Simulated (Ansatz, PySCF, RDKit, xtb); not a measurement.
# Which structure has the formula SiN2H5OF?

Task: start from the formula SiN2H5OF, draw up candidate structures, narrow them down in stages, and characterise the one that lies lowest at 298.15 K.

Plan: many cheap relaxations first (GFN2-xTB), then density-functional screening, relaxation at B3LYP/6-31G*, vibrations and a final energy. The numbers are computed, not measured.

7 further runs of the same task are left out: 7 set aside as unsound or not needed.

**1. Possible bonding patterns**

A program enumerates the bonding patterns with one Lewis structure each (two rings at most, one unusual centre or charged pair), with their diastereomers. O–O, O–halogen and N–halogen bonds and N–N–N chains are not drawn. That gives 34 candidates.

c011 NN[OH+][SiH-]F; c026 ON[NH2+][SiH-]F; c039 N[Si@-]([NH3+])(=O)F; c042 NO[Si-]([NH3+])F; c061 N[NH2+][Si-](O)F; c062 N[O+](N)[SiH-]F; c068 [NH3+][N-]O[SiH2]F; c108 N[NH2+][Si@H-](=O)F; c127 [NH3+][N-][Si@H](O)F; c144 N[Si](N)(O)F; c146 N[Si@H](F)[NH2+][O-]; c181 ONN[SiH2]F; c266 N[OH+][Si-](N)F; c323 N[Si-](F)[NH2+]O; c443 NN[Si@H](O)F; c446 [NH3+][Si@H-](F)=NO; c468 NO[NH2+][SiH-]F; c488 NN[Si-]([OH2+])F; c520 N=[Si@H-](F)[NH2+]O; c544 [NH-][NH2+]O[SiH2]F; c559 N[N@H+](O)[SiH-]F; c618 [O-][NH2+]N[SiH2]F; c639 N=[Si@-]([NH3+])(O)F; c660 NN(O)[SiH2]F; c663 [NH3+][Si-](F)NO; c667 O[NH2+][N-][SiH2]F; c689 NON[SiH2]F; c721 O[N-][NH2+][SiH2]F; c730 N[Si@H](F)NO; c731 [NH-][N@H+](O)[SiH2]F; c748 NO[Si@H](N)F; c814 N[N@H+]([O-])[SiH2]F; c867 NNO[SiH2]F; c875 [NH-][NH2+][Si@H](O)F.

Candidates are built by distance geometry, with a force field where one applies, in up to four conformers (letters a to d). 2 starts with atoms placed at random are added, to find patterns that the rules miss.

Q: Predict the outcome of this search (final energies at CCSD(T)/def2-SVP + MP2/def2-TZVPP - MP2/def2-SVP).

| quantity | value |
| --- | --- |
| lowest structure found | N[Si](N)(O)F, singlet, C1 |
| next finalist | [NH2][Si]([NH3])([O])[F] ‡, singlet, 28.6 kcal/mol higher in G |
| share at equilibrium, among the finalists | 100.0 % |
| harmonic wavenumbers, lowest and highest (B3LYP/6-31G*) | 170 and 3808 cm⁻¹ |
| rotational constants, same geometry | 0.1332, 0.1296, 0.1123 cm⁻¹ |
| dipole moment (PBE0/def2-TZVPD) | 1.00 D |
| HOMO energy (PBE0/def2-TZVPD) | -7.80 eV |
| LUMO energy (PBE0/def2-TZVPD) | -0.18 eV |
| HOMO–LUMO gap (PBE0/def2-TZVPD) | 7.61 eV |
| lowest excitation (TD-PBE0/def2-SVPD) | 6.71 eV (f = 0.050) |
| lowest triplet excitation, same level, Tamm-Dancoff | 6.39 eV |
| vertical ionisation energy | 9.98 eV |
| vertical electron affinity | -0.79 eV (unbound: the value depends on the basis) |
| vertical triplet less singlet | +6.20 eV |

The search ends on `N[Si](N)(O)F`. Among the finalists first place is clear (28.6 kcal/mol); structures outside the list aren't covered. GFN2-xTB, HF/STO-3G, r2SCAN-D4/def2-SVP, B3LYP/6-31G*, HF/def2-SVP and MP2/def2-SVP already put its bonding pattern lowest among the structures in one piece. Lowest found is not proven lowest: the search is finite, and each finalist counts with one conformer. Patterns outside the rules of the enumeration were met only by chance.

‡ marks the bonded skeleton alone, with all bonds drawn single: no Lewis structure was assigned that passes a check against the bond lengths.
